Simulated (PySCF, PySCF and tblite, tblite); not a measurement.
# C₂H₇BFNO: a path driven as rotation about a bond, and NMR exchange

How fast is rotation about a bond in C₂H₇BFNO (`CNB(F)OC`), and when do the exchanging lines merge?

Programs: PySCF 2.14.0 with density-fitted response routines of our own, and tblite 0.8.0. All values are computed, except where a source is named. Atoms count from 0 throughout.

## Step 1: The starting structure

13 atoms, charge 0, multiplicity 1; geometry from: force field or distance geometry start.

Bonds of the start (Å): B2–F3 1.46, B2–O4 1.48, C0–H6 1.11, C0–H7 1.10, C0–H8 1.11, C0–N1 1.48, C5–H10 1.11, C5–H11 1.11, C5–H12 1.10, N1–B2 1.52, N1–H9 1.03, O4–C5 1.41.

## Step 2: GFN2-xTB relaxation, start minimum

Job settings and geometry (Å):

```
{"job": {"xc": "GFN2-xTB", "basis": "xTB", "kind": "relax"}, "charge": 0, "multiplicity": 1}
C      2.002600    -0.176500    -0.356300
N      0.885700     0.274700    -1.216100
B     -0.243900     0.803500    -0.339000
F     -0.638500     2.205600    -0.440800
O     -0.971800    -0.093100     0.586100
C     -2.060400    -0.665600    -0.113300
H      1.674500    -1.017700     0.286700
H      2.832500    -0.529600    -0.991700
H      2.382500     0.657100     0.276500
H      1.236300     1.063600    -1.785100
H     -2.786800     0.106800    -0.450100
H     -2.598700    -1.342300     0.587500
H     -1.718500    -1.286100    -0.960000
```

Launch:

```sh
> OMP_NUM_THREADS=1 python ens_run.py task.json out
```

The driver reads the study from task.json and runs its stages one after another.

The program printed:

```text
step      E/eV     max force
  0    -567.61047    3.284
  1    -568.01156    2.294
  2    -568.26623    1.510
  3    -568.32712    0.665
  4    -568.34870    0.422
  5    -568.40153    0.552
  6    -568.43684    0.593
  7    -568.49136    0.520
  8    -568.52878    0.540
  9    -568.57969    0.601
 10    -568.63801    0.767
 11    -568.69735    0.684
 12    -568.74344    0.585
 13    -568.78425    0.535
 14    -568.83215    0.587
 15    -568.87809    0.652
 16    -568.91444    0.590
 17    -568.94260    0.835
 18    -568.98417    0.706
 19    -569.02620    0.557
 20    -569.07787    0.510
 21    -569.09478    0.428
 22    -569.11501    0.333
 23    -569.12770    0.296
 24    -569.13621    0.219
 25    -569.14371    0.280
 26    -569.15008    0.301
 27    -569.15614    0.303
 28    -569.16212    0.290
 29    -569.17011    0.255
 30    -569.18168    0.323
 31    -569.19810    0.267
 32    -569.21090    0.346
 33    -569.21709    0.226
 34    -569.22271    0.374
 35    -569.22841    0.227
 36    -569.23347    0.214
 37    -569.23768    0.154
 38    -569.24010    0.127
 39    -569.24295    0.087
 40    -569.24412    0.079
 41    -569.24482    0.060
 42    -569.24521    0.046
 43    -569.24557    0.072
 44    -569.24598    0.066
 45    -569.24657    0.078
 46    -569.24740    0.086
 47    -569.24829    0.070
 48    -569.24891    0.068
 49    -569.24921    0.060
 50    -569.24939    0.047
 51    -569.24958    0.044
 52    -569.24979    0.044
 53    -569.24999    0.037
 54    -569.25017    0.040
 55    -569.25038    0.037
 56    -569.25069    0.050
 57    -569.25108    0.058
 58    -569.25145    0.048
 59    -569.25174    0.039
 60    -569.25198    0.045
 61    -569.25220    0.046
 62    -569.25237    0.029
 63    -569.25250    0.024
 64    -569.25260    0.025
 65    -569.25268    0.022
 66    -569.25275    0.015
 67    -569.25278    0.014
 68    -569.25281    0.014
 69    -569.25284    0.015
 70    -569.25287    0.014
 71    -569.25290    0.014
 72    -569.25293    0.015
 73    -569.25296    0.021
 74    -569.25304    0.028
 75    -569.25316    0.035
 76    -569.25335    0.037
 77    -569.25355    0.038
 78    -569.25372    0.046
 79    -569.25390    0.044
 80    -569.25409    0.031
 81    -569.25424    0.031
 82    -569.25434    0.022
 83    -569.25439    0.021
 84    -569.25442    0.018
 85    -569.25444    0.017
 86    -569.25446    0.014
 87    -569.25449    0.009
 88    -569.25450    0.009
 89    -569.25451    0.008
 90    -569.25451    0.005
 91    -569.25452    0.007
 92    -569.25452    0.005
 93    -569.25452    0.003
```

It took 0.34 s on 1 thread of Intel Xeon Platinum 8488C, shared host.

The energy fell by 1.644 eV, and the atoms moved 0.59 Å (root mean square).

## Step 3: Relaxed scan, rotation

Job settings and geometry (Å):

```
{"job": {"xc": "GFN2-xTB", "basis": "xTB", "coordinate": [["t", [1, 2, 4, 5], 0.5], ["t", [3, 2, 4, 5], 0.5]], "kind": "drive"}, "charge": 0, "multiplicity": 1}
C      2.138280    -0.135149    -0.308176
N      1.129075     0.799592    -0.751932
B     -0.252480     0.629891    -0.673062
F     -1.032599     1.633137    -1.142227
O     -0.802445    -0.483018    -0.145997
C     -2.195451    -0.687444    -0.062472
H      1.636378    -1.008998     0.097985
H      2.775633    -0.443441    -1.141020
H      2.766228     0.309974     0.468138
H      1.496849     1.648830    -1.149510
H     -2.752144     0.226016    -0.278324
H     -2.427649    -1.027000     0.948921
H     -2.484063    -1.461903    -0.777850
```

The program printed:

```text
point  coordinate     E/eV
  0    -74.700     -569.23457
  1    -60.000     -569.17475
  2    -45.200     -569.08880
  3    -30.200     -568.98876
  4    -14.900     -568.90549
  5      0.500     -568.86340
  6     15.900     -568.86983
  7     31.100     -568.91304
  8     46.200     -568.97530
  9     61.100     -569.03260
 10     75.900     -569.07301
 11     90.600     -569.08332
```

It took 1.7 s on 1 thread of Intel Xeon Platinum 8488C, shared host.

The highest point is number 5, 8.6 kcal/mol above the first.

## Step 4: Nudged elastic band, leg 1

Changed since step 3:

```diff
@@ -1,2 +1,2 @@
-{"job": {"xc": "GFN2-xTB", "basis": "xTB", "coordinate": [["t", [1, 2, 4, 5], 0.5], ["t", [3, 2, 4, 5], 0.5]], "kind": "drive"}, "charge": 0, "multiplicity": 1}
+{"job": {"xc": "GFN2-xTB", "basis": "xTB", "kind": "neb"}, "charge": 0, "multiplicity": 1}
 C      2.138280    -0.135149    -0.308176
```

The program printed:

```text
image   E - E0 / eV
  0       0.0000
  1       0.0777
  2       0.2706
  3       0.3958
  4       0.2340
  5       0.1719
  6       0.1650
```

Run time: 1.4 s. Hardware: 1 thread of Intel Xeon Platinum 8488C, shared host; peak memory 0.19 GiB.

The highest point is number 3, 9.1 kcal/mol above the first.

## Step 5: Saddle search, leg 1

Job settings and geometry (Å):

```
{"job": {"xc": "GFN2-xTB", "basis": "xTB", "kind": "saddle"}, "charge": 0, "multiplicity": 1}
C      1.819366    -0.307388     0.012860
N      1.007723     0.804209    -0.431046
B     -0.317542     1.101054    -0.114402
F     -0.757887     2.304834    -0.549328
O     -1.156674     0.366762     0.661375
C     -1.898648    -0.770645     0.303901
H      1.197866    -1.002217     0.572032
H      2.266084    -0.827274    -0.838699
H      2.622934     0.042830     0.666569
H      1.529273     1.496639    -0.947411
H     -2.765069    -0.482722    -0.302121
H     -2.249140    -1.234625     1.227268
H     -1.298285    -1.491456    -0.260996
```

The program printed:

```text
step      E/eV     max force
  0    -568.85873   0.0294
  1    -568.86182   0.1152
  2    -568.86055   0.0357
  3    -568.86185   0.0224
  4    -568.86253   0.0771
  5    -568.86233   0.0155
  6    -568.86279   0.0132
  7    -568.86294   0.0387
  8    -568.86294   0.0062
  9    -568.86300   0.0107
 10    -568.86301   0.0000
lowest wavenumbers (cm-1): -150.4 114.1 133.0 165.8 176.0 194.2
```

Wall time 1.8 s (1 thread of Intel Xeon Platinum 8488C, shared host); peak memory 0.19 GiB.

Point group C1; 1 imaginary mode, 150i cm⁻¹, carried by O4, C5, F3, H10. Steps downhill from it reached both ends.

## Step 6: DFT refinement, start: B3LYP-D3(BJ)/def2-SVP

Job settings and geometry (Å):

```
{"job": {"xc": "B3LYP", "basis": "def2-SVP", "kind": "refine"}, "charge": 0, "multiplicity": 1}
C      2.138280    -0.135149    -0.308176
N      1.129075     0.799592    -0.751932
B     -0.252480     0.629891    -0.673062
F     -1.032599     1.633137    -1.142227
O     -0.802445    -0.483018    -0.145997
C     -2.195451    -0.687444    -0.062472
H      1.636378    -1.008998     0.097985
H      2.775633    -0.443441    -1.141020
H      2.766228     0.309974     0.468138
H      1.496849     1.648830    -1.149510
H     -2.752144     0.226016    -0.278324
H     -2.427649    -1.027000     0.948921
H     -2.484063    -1.461903    -0.777850
```

The program printed:

```text
step      E/eV     max force
  0     -9115.99224   0.6412
  1     -9116.02328   0.1792
  2     -9116.02478   0.0765
  3     -9116.02501   0.0168
  4     -9116.02499   0.0353
  5     -9116.02504   0.0197
  6     -9116.02506   0.0065
```

It took 53 s on 1 thread of Intel Xeon Platinum 8488C, shared host; peak memory 0.57 GiB.

The energy fell by 0.033 eV, and the atoms moved 0.02 Å (root mean square).

**DFT refinement, saddle of leg 1: B3LYP-D3(BJ)/def2-SVP**

Job settings and geometry (Å):

```
{"job": {"xc": "B3LYP", "basis": "def2-SVP", "kind": "refine"}, "charge": 0, "multiplicity": 1}
C      1.799384    -0.300904     0.016025
N      1.016770     0.843012    -0.396936
B     -0.316152     1.106134    -0.092958
F     -0.808113     2.279465    -0.549862
O     -1.107514     0.327826     0.697785
C     -1.873870    -0.776772     0.288454
H      1.192674    -0.918797     0.673650
H      2.110313    -0.893477    -0.849087
H      2.691072     0.018752     0.559583
H      1.539739     1.524014    -0.926105
H     -2.683742    -0.464818    -0.379538
H     -2.301701    -1.222277     1.187460
H     -1.258860    -1.522158    -0.228471
```

The program printed:

```text
step      E/eV     max force
  0     -9115.72430   0.6301
  1     -9115.76338   0.1897
  2     -9115.76594   0.2004
  3     -9115.76767   0.0567
  4     -9115.76791   0.0375
  5     -9115.76525   0.1859
  6     -9115.76803   0.0173
  7     -9115.76780   0.0265
  8     -9115.76792   0.0188
  9     -9115.76793   0.0156
 10     -9115.76789   0.0137
```

Wall time 83 s (1 thread of Intel Xeon Platinum 8488C, shared host); peak memory 0.57 GiB.

Gain 0.044 eV; displacement 0.10 Å root mean square.

**DFT refinement, end: B3LYP-D3(BJ)/def2-SVP**

Job settings and geometry (Å):

```
{"job": {"xc": "B3LYP", "basis": "def2-SVP", "kind": "refine"}, "charge": 0, "multiplicity": 1}
C      1.619183    -0.407312    -0.367187
N      0.956559     0.851719    -0.625925
B     -0.389213     1.242128    -0.649972
F     -0.586420     2.545654    -0.946505
O     -1.538960     0.577014    -0.435280
C     -1.715845    -0.774790    -0.108534
H      0.890341    -1.175992    -0.131119
H      2.191137    -0.727485    -1.243409
H      2.308540    -0.310962     0.476885
H      1.612227     1.589632    -0.835498
H     -2.791048    -0.942276    -0.021244
H     -1.240901    -1.018684     0.846618
H     -1.317942    -1.428996    -0.890180
```

The program printed:

```text
step      E/eV     max force
  0     -9115.79625   0.8978
  1     -9115.83782   0.3651
  2     -9115.84114   0.0443
  3     -9115.84124   0.0271
  4     -9115.84123   0.0086
```

Wall time 46 s (1 thread of Intel Xeon Platinum 8488C, shared host); peak memory 0.55 GiB.

Gain 0.045 eV; displacement 0.05 Å root mean square.

## Step 7: Shieldings, start: PBE0/pcSseg-1

Job settings and geometry (Å):

```
{"job": {"kind": "nmr", "xc": "PBE0", "basis": "pcSseg-1", "pop": false}, "charge": 0, "multiplicity": 1}
C      2.133427    -0.130993    -0.310016
N      1.141136     0.819523    -0.762114
B     -0.252328     0.656710    -0.683270
F     -1.051835     1.641463    -1.146821
O     -0.795185    -0.471075    -0.146935
C     -2.185349    -0.693013    -0.060186
H      1.623974    -1.012333     0.102341
H      2.789118    -0.473752    -1.131155
H      2.781604     0.285487     0.482529
H      1.498987     1.677386    -1.165593
H     -2.764666     0.219760    -0.270789
H     -2.433138    -1.044739     0.954165
H     -2.490133    -1.473939    -0.777681
```

The program printed:

```text
coarse grid: 10832 points
cycle   1  E = -334.7025620402  dE =  6.009e-01  |g| = 7.082e-01  |ddm| = 2.926e+00
cycle   2  E = -334.6370283472  dE =  6.553e-02  |g| = 9.612e-01  |ddm| = 9.322e-01
cycle   3  E = -334.7890010770  dE = -1.520e-01  |g| = 8.210e-02  |ddm| = 5.524e-01
cycle   4  E = -334.7899265695  dE = -9.255e-04  |g| = 4.191e-02  |ddm| = 6.196e-02
cycle   5  E = -334.7902181827  dE = -2.916e-04  |g| = 6.822e-03  |ddm| = 2.390e-02
cycle   6  E = -334.7902268183  dE = -8.636e-06  |g| = 1.687e-03  |ddm| = 5.370e-03
final grid: 105032 points
cycle   7  E = -334.8356855535  dE = -2.635e-05  |g| = 1.060e-02  |ddm| = 1.661e-02
cycle   8  E = -334.8356609856  dE =  2.457e-05  |g| = 1.588e-02  |ddm| = 1.323e-02
cycle   9  E = -334.8357056219  dE = -4.464e-05  |g| = 1.047e-03  |ddm| = 8.253e-03
cycle  10  E = -334.8357058592  dE = -2.372e-07  |g| = 1.465e-04  |ddm| = 7.749e-04
cycle  11  E = -334.8357058635  dE = -4.296e-09  |g| = 5.299e-05  |ddm| = 1.172e-04
cycle  12  E = -334.8357058640  dE = -5.590e-10  |g| = 1.488e-05  |ddm| = 4.000e-05
converged SCF energy = -334.8357058640

GIAO shielding tensors (ppm)
atom      isotropic    diamagn.    paramagn.     s11        s22        s33       span
  0 C      155.611     244.176     -88.565    132.205    149.459    185.170     52.965
  1 N      208.289     322.089    -113.800    167.816    205.623    251.427     83.611
  2 B       82.189     198.034    -115.845     61.806     84.477    100.285     38.480
  3 F      321.658     470.722    -149.064    215.589    336.950    412.433    196.844
  4 O      277.020     397.350    -120.331    177.323    308.324    345.412    168.089
  5 C      132.459     240.868    -108.409    101.476    112.764    183.138     81.662
  6 H       28.205      30.411      -2.206     23.370     28.909     32.336      8.966
  7 H       28.799      27.617       1.182     23.849     26.638     35.909     12.060
  8 H       28.801      28.396       0.405     23.834     26.659     35.911     12.077
  9 H       29.661      31.549      -1.888     21.422     29.551     38.012     16.590
 10 H       27.195      27.989      -0.793     22.928     26.276     32.383      9.455
 11 H       27.718      27.916      -0.199     23.449     25.642     34.062     10.613
 12 H       27.737      27.268       0.469     23.432     25.502     34.279     10.847
```

Run time: 14 s. Hardware: 1 thread of Intel Xeon Platinum 8488C, shared host; peak memory 0.66 GiB.

Key values: HOMO -7.03 eV, LUMO 1.66 eV; dipole 0.80 D.

(Part 1 of 2 ends here.)
